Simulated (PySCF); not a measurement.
# C₆H₇OP: magnetic properties

What do calculations give for the magnetic properties of C₆H₇OP (`C=CC1=C[P@H](=O)C=C1`)?

Computed with PySCF 2.14.0 and routines of our own; the level stands in each step. Atoms count from 0.

## Step 1: The system as given

15 atoms, charge 0, multiplicity 1; geometry from: GFN2-xTB.

## Step 2: Magnetic properties: GIAO KT3/pcSseg-1

The job: settings as JSON, then the geometry in Å.

```
{"job": {"kind": "mag", "xc": "KT3", "basis": "pcSseg-1", "isotopologues": 2}, "charge": 0, "multiplicity": 1}
C     -2.641874     0.591746     0.238174
C     -1.746093    -0.069762    -0.487637
C     -0.319939    -0.133955    -0.229665
C      0.566353    -0.682774    -1.089786
P      2.235139    -0.535995    -0.424931
O      3.103763    -1.710680    -0.341906
C      1.618944     0.243387     1.088128
C      0.293497     0.379386     1.000395
H     -3.684878     0.591363    -0.027983
H     -2.379903     1.163360     1.111982
H     -2.069137    -0.610986    -1.368059
H      0.317498    -1.112805    -2.044305
H      2.790875     0.526807    -1.139721
H      2.229256     0.557415     1.917008
H     -0.317915     0.811482     1.776393
```

Method: GIAO KT3/pcSseg-1 magnetisability, rotational g tensor and spin-rotation constants, non-relativistic, gas phase.

Launch:

```bash
$ OMP_NUM_THREADS=1 python excited_run.py task.json out
```

The driver reads the jobs from task.json and runs them one after another.

What it wrote:

```text
coarse grid: 13568 points
cycle   1  E = -656.4245700816  dE =  1.379e+00  |g| = 1.074e+00  |ddm| = 4.013e+00
cycle   2  E = -653.2311316631  dE =  3.193e+00  |g| = 3.270e+00  |ddm| = 5.653e+00
cycle   3  E = -656.5525708390  dE = -3.321e+00  |g| = 6.153e-01  |ddm| = 5.380e+00
cycle   4  E = -656.6488874966  dE = -9.632e-02  |g| = 2.758e-01  |ddm| = 1.265e+00
cycle   5  E = -656.6581447812  dE = -9.257e-03  |g| = 2.101e-01  |ddm| = 4.614e-01
cycle   6  E = -656.6695418480  dE = -1.140e-02  |g| = 4.362e-02  |ddm| = 2.136e-01
cycle   7  E = -656.6699509966  dE = -4.091e-04  |g| = 2.450e-02  |ddm| = 6.891e-02
cycle   8  E = -656.6701071842  dE = -1.562e-04  |g| = 9.360e-03  |ddm| = 3.111e-02
cycle   9  E = -656.6701299974  dE = -2.281e-05  |g| = 3.346e-03  |ddm| = 1.177e-02
cycle  10  E = -656.6701315220  dE = -1.525e-06  |g| = 2.267e-03  |ddm| = 5.563e-03
final grid: 127992 points
cycle  11  E = -656.7274565164  dE = -1.829e-04  |g| = 1.947e-02  |ddm| = 7.866e-02
cycle  12  E = -656.7270830493  dE =  3.735e-04  |g| = 4.639e-02  |ddm| = 7.119e-02
cycle  13  E = -656.7275134367  dE = -4.304e-04  |g| = 5.182e-03  |ddm| = 5.911e-02
cycle  14  E = -656.7275190569  dE = -5.620e-06  |g| = 1.469e-03  |ddm| = 7.910e-03
cycle  15  E = -656.7275196139  dE = -5.570e-07  |g| = 3.307e-04  |ddm| = 1.716e-03
cycle  16  E = -656.7275196414  dE = -2.748e-08  |g| = 1.030e-04  |ddm| = 4.042e-04
cycle  17  E = -656.7275196432  dE = -1.831e-09  |g| = 6.115e-05  |ddm| = 1.496e-04
cycle  18  E = -656.7275196442  dE = -9.504e-10  |g| = 2.297e-05  |ddm| = 7.785e-05
converged SCF energy = -656.7275196442

Magnetisability tensor (1e-30 J/T^2)
     -893.61        3.93       29.08
        3.93    -1304.10      220.24
       29.08      220.24     -934.30
isotropic -1044.00   principal values   -1406.91   -904.27   -820.82
isotropic susceptibility -62.871 1e-6 cm^3/mol

Inertial axes            a          b          c
rot. const./GHz      5.2972     1.0438     0.9068
chi total           -55.476    -49.805    -83.333
chi diamagnetic    -340.744  -1224.407  -1405.016
chi paramagnetic    285.268   1174.602   1321.683
quadrupole/D A       -6.152     10.029     -3.878
g nuclear            0.6165     0.5502     0.5584
g electronic        -0.7099    -0.5760    -0.5631
g total             -0.0934    -0.0259    -0.0047

Spin-rotation constants (kHz, H = +C I.J)
atom  isotope        aa         bb         cc
  4    31P        6.833      1.672      1.518
  8     1H        0.352     -0.080     -0.104
  9     1H       -0.483      0.089     -0.108
 10     1H       -0.483      0.104     -0.102
 11     1H       -0.535      0.116     -0.122
 12     1H       -0.338     -0.085      0.055
 13     1H       -0.376      0.085     -0.115
 14     1H       -0.050      0.022     -0.101
  0    13C*       1.962      0.390      0.114
  1    13C*       1.925      0.446      0.139
  2    13C*       2.140      0.464      0.146
  3    13C*       1.827      0.426      0.136
  5    17O*      -1.014     -0.047     -0.088
  6    13C*       1.734      0.467      0.136
  7    13C*       1.753      0.497      0.133
* in the singly substituted isotopologue

Isotopologues: g along a, b, c
2H    at 8,9,10,11,12,1    -0.0766    -0.0238    -0.0043
13C   at 0                 -0.0934    -0.0253    -0.0047
```

Run time: 38 s. Hardware: 1 thread of Arm Neoverse V2, shared host; peak memory 0.7 GiB.

From this job:

| quantity | value |
| --- | --- |
| magnetisability | -1044·10⁻³⁰ J/T² |
| molar susceptibility | -62.9·10⁻⁶ cm³/mol |
| rotational g (a, b, c) | -0.0934, -0.0259, -0.0047 |

Orbitals, density, ELF and potential are computed afterwards from the orbital file.

Frontier orbitals at KT3/pcSseg-1, with the share of their density that lies nearest to each atom:

```csv
orbital,energy (eV),lies on
HOMO,-6.04,C3 27 %; C6 14 %; O5 13 %
LUMO,-3.17,"C3 21 %; C2, C6 about 14 % each; C0, C7 about 10 % each"
```

ELF in a plane through or near 13 of the atoms.

Values, 10 rows by 14 columns:
```
0.00 0.00 0.00 0.00 0.00 0.00 0.00 0.00 0.00 0.00 0.00 0.00 0.00 0.00
0.00 0.00 0.00 0.00 0.00 0.00 0.00 0.00 0.00 0.00 0.00 0.00 0.00 0.00
0.00 0.00 0.00 0.01 0.98 0.95 0.01 0.71 0.45 0.00 0.01 0.00 0.00 0.00
0.00 0.00 0.00 0.01 0.91 0.88 0.55 0.98 0.56 0.86 0.98 0.02 0.00 0.00
0.00 0.00 0.01 0.07 0.65 0.61 0.63 0.60 0.02 0.79 0.86 0.45 0.07 0.00
0.00 0.00 0.23 0.47 0.75 0.22 0.34 0.49 0.79 0.90 0.52 1.00 0.80 0.00
0.00 0.00 0.24 0.41 0.39 0.87 0.72 0.56 0.63 0.90 0.04 0.50 0.03 0.00
0.00 0.00 0.01 0.09 0.03 0.21 1.00 0.76 0.65 0.99 0.27 0.00 0.00 0.00
0.00 0.00 0.00 0.00 0.00 0.04 0.93 0.32 0.00 0.02 0.00 0.00 0.00 0.00
0.00 0.00 0.00 0.00 0.00 0.00 0.00 0.00 0.00 0.00 0.00 0.00 0.00 0.00
```
The map spans 12.7 Å across and 9.8 Å up, centred on the molecule. Atoms in the plane (x, y in Å): C0 (2.7, 0.2), C1 (1.7, -0.6), C2 (0.3, -0.3), C3 (-0.7, -1.2), P4 (-2.3, -0.4), C6 (-1.5, 1.2), C7 (-0.2, 1.1), H8 (3.7, -0.2), H9 (2.6, 1.3), H10 (1.9, -1.7), H11 (-0.6, -2.3), H13 (-2.0, 2.2), H14 (0.5, 1.9).

On the surface of density 0.002 e/bohr³ the electrostatic potential runs, from the 1st to the 99th percentile, from -2.09 V near O5 to 1.31 V near H14.

## Step 3: Magnetic properties: GIAO mPW1PW91/ANO-RCC-VDZP

Settings changed since step 2:

```diff
@@ -1,2 +1,2 @@
-{"job": {"kind": "mag", "xc": "KT3", "basis": "pcSseg-1", "isotopologues": 2}, "charge": 0, "multiplicity": 1}
+{"job": {"kind": "mag", "xc": "mPW1PW91", "basis": "ANO-RCC-VDZP", "scf": {"diis": false, "max_cycle": 51}}, "charge": 0, "multiplicity": 1}
 C     -2.641874     0.591746     0.238174
```

With the program's defaults for keys left out, this is: GIAO mPW1PW91/ANO-RCC-VDZP magnetisability, rotational g tensor and spin-rotation constants, non-relativistic, gas phase.

What it wrote:

```text
final grid: 127992 points
cycle   1  E = -649.0529279296  dE =  1.586e+00  |g| = 9.010e-01  |ddm| = 5.629e+00
cycle   2  E = -648.1189640069  dE =  9.340e-01  |g| = 2.213e+00  |ddm| = 3.111e+00
cycle   3  E = -647.2029066437  dE =  9.161e-01  |g| = 2.838e+00  |ddm| = 3.863e+00
cycle   4  E = -635.1462484432  dE =  1.206e+01  |g| = 4.493e+00  |ddm| = 9.744e+00
cycle   5  E = -476.8915086950  dE =  1.583e+02  |g| = 1.738e+01  |ddm| = 3.634e+01
cycle   6  E = -351.7783809420  dE =  1.251e+02  |g| = 1.785e+01  |ddm| = 4.022e+01
cycle   7  E = -269.5058484878  dE =  8.227e+01  |g| = 1.038e+01  |ddm| = 1.049e+02
cycle   8  E = -154.3427908102  dE =  1.152e+02  |g| = 2.060e+01  |ddm| = 1.972e+02
cycle   9  E = -295.8400000292  dE = -1.415e+02  |g| = 1.060e+01  |ddm| = 1.874e+02
cycle  10  E = -146.6894190305  dE =  1.492e+02  |g| = 2.029e+01  |ddm| = 1.922e+02
[... 31 cycles left out ...]
cycle  42  E = -145.9011702222  dE =  1.523e+02  |g| = 2.035e+01  |ddm| = 1.925e+02
cycle  43  E = -298.2013382382  dE = -1.523e+02  |g| = 9.924e+00  |ddm| = 1.925e+02
cycle  44  E = -145.9011702222  dE =  1.523e+02  |g| = 2.035e+01  |ddm| = 1.925e+02
cycle  45  E = -298.2013382383  dE = -1.523e+02  |g| = 9.924e+00  |ddm| = 1.925e+02
cycle  46  E = -145.9011702222  dE =  1.523e+02  |g| = 2.035e+01  |ddm| = 1.925e+02
cycle  47  E = -298.2013382382  dE = -1.523e+02  |g| = 9.924e+00  |ddm| = 1.925e+02
cycle  48  E = -145.9011702222  dE =  1.523e+02  |g| = 2.035e+01  |ddm| = 1.925e+02
cycle  49  E = -298.2013382382  dE = -1.523e+02  |g| = 9.924e+00  |ddm| = 1.925e+02
cycle  50  E = -145.9011702222  dE =  1.523e+02  |g| = 2.035e+01  |ddm| = 1.925e+02
cycle  51  E = -298.2013382383  dE = -1.523e+02  |g| = 9.924e+00  |ddm| = 1.925e+02
SCF not converged, last energy = -298.2013382383
```

Run time: 48 s. Hardware: 1 thread of Arm Neoverse V2, shared host; peak memory 0.65 GiB.

Diagnosis: The SCF swings between two densities 152.30 Eh apart: plain iteration without DIIS overshoots. Cure: turn DIIS on. Numbers printed on the way are no properties of the molecule.

## Step 4: Results

| quantity | value |
| --- | --- |
| magnetisability (step 2, GIAO KT3/pcSseg-1) | -1044·10⁻³⁰ J/T² |
| molar susceptibility (step 2, GIAO KT3/pcSseg-1) | -62.9·10⁻⁶ cm³/mol |
| rotational g (a, b, c) (step 2, GIAO KT3/pcSseg-1) | -0.0934, -0.0259, -0.0047 |
| surface potential, 1st and 99th percentile | -2.09 V and 1.31 V |
| runs | 1 failed, 0 ended on unsound input |

**Reading.** By nearest atom (KT3/pcSseg-1), the HOMO sits on C3 27 %; C6 14 % and the LUMO on C3 21 %; C2, C6 about 14 % each. Vibrational averaging and real surroundings are missing from these values.
